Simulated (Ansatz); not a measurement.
# Ir4Ru: the cost of one run

Computed with Ansatz 0.2.0 (DFT PBE, scalar-relativistic, plane waves, PAW, unless a step's input says otherwise).

1 further run of the same task is left out (it didn't finish).

### 1 The system as given

Symmetry: P6_3/mmc, No. 194, hexagonal system. Conventional cell: a = 2.719 Å, b = 2.719 Å, c = 21.942 Å, α = 90.00°, β = 90.00°, γ = 120.00°. Around Ru (site symmetry -6m2) lie 6 Ir at 2.70 Å and 6 Ru at 2.72 Å. Ir (site symmetry 3m) has 12 Ir at 2.70 to 2.72 Å as nearest neighbours. Ir (site symmetry 3m) has 3 Ru at 2.70 Å and 9 Ir at 2.70 to 2.72 Å as nearest neighbours.

Structure file:

```xyz
10
Lattice="2.7189 0.0000 0.0000 -1.3594 2.3546 0.0000 0.0000 0.0000 21.9416" Properties=species:S:1:pos:R:3 pbc="T T T"
Ru    0.0000    1.5697   16.4562
Ru    1.3594    0.7849    5.4854
Ir    0.0000    1.5697   20.8445
Ir    0.0000    1.5697    3.2912
Ir    0.0000    1.5697    7.6796
Ir    0.0000    1.5697   12.0679
Ir    1.3594    0.7849    1.0971
Ir    1.3594    0.7849    9.8737
Ir    1.3594    0.7849   14.2620
Ir    1.3594    0.7849   18.6504
```

The start is an ordering of an alloy on its end members' structure types: elements ordered on the sites of the Y type, Ru/Ir on Y (P6_3/mmc, No. 194).

### 2 The guess as it stands, on a coarse mesh

Input file input.yaml:

```yaml
crystal:
  lattice:
    - [2.71888513, 0.0, 0.0]
    - [-1.35944256, 2.35462359, 0.0]
    - [0.0, 0.0, 21.9415953]
  atoms:
    - { symbol: Ru, position: [0.33333333, 0.66666667, 0.75] }
    - { symbol: Ru, position: [0.66666667, 0.33333333, 0.25] }
    - { symbol: Ir, position: [0.33333333, 0.66666667, 0.95] }
    - { symbol: Ir, position: [0.33333333, 0.66666667, 0.15] }
    - { symbol: Ir, position: [0.33333333, 0.66666667, 0.35] }
    - { symbol: Ir, position: [0.33333333, 0.66666667, 0.55] }
    - { symbol: Ir, position: [0.66666667, 0.33333333, 0.05] }
    - { symbol: Ir, position: [0.66666667, 0.33333333, 0.45] }
    - { symbol: Ir, position: [0.66666667, 0.33333333, 0.65] }
    - { symbol: Ir, position: [0.66666667, 0.33333333, 0.85] }
basis:
  ecutwfc: 420
kpoints:
  mp_grid: { grid: [6, 6, 1] }
hamiltonian:
  xc: pbe
scf:
  occupations: { method: gaussian, width: 0.1 }
  lower_state_search: "off"
output:
  forces: true
  stress: true
  eigenvalues: true
```

The run is started by

```
> ansatz run input.yaml --threads 1 --pin off --max-ram 2560MiB --backend cpu --events-out ev --progress --plain --runs-dir out
```

Q: Estimate wall time and peak memory on 1 thread of Intel Xeon at 2.70GHz, shared host.

About 5.9 s, with a peak of 0.47 GiB.
